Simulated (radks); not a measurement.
**The Coulomb parameter U of the 5d shell of Ta⁺**

The task here is to estimate one member of a computed series from the others.

Method: scalar-relativistic Kohn-Sham, PBE, spin-unpolarised, spherical densities, finite nucleus. Code: radks (a radial shooting solver on a logarithmic mesh, Libxc functionals) version 1.

**What is computed**

| Quantity | Value |
| --- | --- |
| element | tantalum (Z = 73) |
| charge | +1 |
| electrons | 72 |
| configuration | [Xe] 4f14 5d1 6s1 6p2 |
| nuclear rms radius | 5.3507 fm |

The outer shells:

Ta⁺
```
[Xe] core
4f [↑↓][↑↓][↑↓][↑↓][↑↓][↑↓][↑↓]
5d [↑ ][  ][  ][  ][  ]
6s [↑ ]
6p [↑ ][↑ ][  ]
```

The first run:

The run's settings:

```text
Z 73
configuration [Xe] 4f14 5d1 6s1 6p2
relativity scalar-relativistic
functional pbe,pbe
spin unpolarised
nucleus finite rms 5.3507 fm
c 137.035999084
```

Launch:

```bash
$ python run_ks.py task.json out
```

This one command runs every case of the session in turn.

Steps of the session up to this table: Start: [Xe] 4f14 5d1 6s1 6p2.

One table of the session follows, with a row left open; its other results are not shown here.

Radial moments (bohr):

```
level     <r>  outermost maximum (interpolated)  90 % within  nodes
   4p  0.4877                             0.450        0.709      2
   4d  0.5232                             0.461        0.785      1
   5s   1.094                             0.987         1.57      4
   5p       ?                                 ?            ?      ?
   4f  0.6366                             0.441         1.07      0
   5d   1.884                              1.49         2.91      2
   6s   2.851                              2.54         4.11      5
   6p   3.600                              3.17         5.22      4
```

Estimate the missing values for 5p.

As computed: <r>: 1.273; outermost maximum (interpolated): 1.12; 90 % within: 1.85; nodes: 3. In the column «<r>» it lies between 5s (1.094) and 5d (1.884).
